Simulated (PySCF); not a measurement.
# Accurate constants of AuH, step by step

An exercise on one series of results from a longer session: the logs are not shown, and one member is left open.

The runs use PySCF 2.14.0; CCSD(T) on RHF, scalar-relativistic core potentials.

2 further runs of the same task are left out: 2 set aside as unsound or not needed.

Set-up of the first run:

```yaml
molecule: AuH
state: singlet, unpaired electrons none
smaller_basis: H cc-pVTZ, Au cc-pVTZ-PP with ECP60
larger_basis: H cc-pVQZ, Au cc-pVQZ-PP with ECP60
frozen_core_orbitals: 4
extrapolation: correlation as n⁻³ (n = 3, 4), Hartree–Fock as (n+1)·exp(−9√n)
corrections: core–valence correlation
distances_Å: 1.3666, 1.4287, 1.4908, 1.5529, 1.6150, 1.6927, 1.7703
masses_u: 1.0078, 196.9666
dissociation_limit: H + Au
```

On the command line:

```
> OMP_NUM_THREADS=4 python comp.py task.json out
```

One of the session's tables, all rows but one given; the rest of the session is left out.

Parts of the energy along the bond, in eV from H + Au:

```
 R (Å)  HF/CBS  CCSD corr.      (T)  core–valence
1.3666  -1.255      -1.442  -0.1062       -0.1019
1.4287  -1.522      -1.390  -0.1053       -0.0986
1.4908       ?           ?        ?             ?
1.5529  -1.723      -1.291  -0.1026       -0.0888
1.6150  -1.710      -1.245  -0.1012       -0.0828
1.6927  -1.625      -1.193  -0.0997       -0.0748
1.7703  -1.488      -1.147  -0.0989       -0.0666
```

Estimate the missing values for R (Å) = 1.4908.

Worked estimate for «HF/CBS». A straight line through the neighbours (1.4287, -1.522) and (1.5529, -1.723) gives -1.522 + (-1.723 + 1.522) × (1.4908 − 1.4287) / (1.5529 − 1.4287) = -1.622; a parabola fitted to 4 rows on both sides gives -1.669.

As computed: HF/CBS: -1.668; CCSD corr.: -1.340; (T): -0.1041; core–valence: -0.0941. In «HF/CBS» the line misses by +0.046 and the parabola by -0.001.
